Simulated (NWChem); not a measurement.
Plane-wave run on LiCl (space group Fm-3m)

```
LiCl
1.0
    0.00000     2.54212     2.54212
    2.54212     0.00000     2.54212
    2.54212     2.54212     0.00000
Li Cl
1 1
Direct
  0.00000   0.00000   0.00000
  0.50000   0.50000   0.50000
```

All runs are NWChem calculations. Origin of the cell: Materials Project cell, not relaxed here.

Norm-conserving pseudopotentials with valence charges Li 1, Cl 7, fixed occupations, no spin-orbit coupling, density cut at twice the wavefunction cutoff.

Level: LDA (Vosko), Troullier-Martins, cutoff 30 Ha, density from a 4×4×4 mesh. Bands run along Γ–X–U|K–Γ–L–W–X with k in units of the cell's reciprocal vectors.

Problem. What gap does the band structure show, and how wide is the group of occupied bands?

Solution. It shows a gap along this path of 6.03 eV, with the direct and indirect values within 0.03 eV of each other. The 4 occupied bands reach 13.5 eV below the valence-band top.
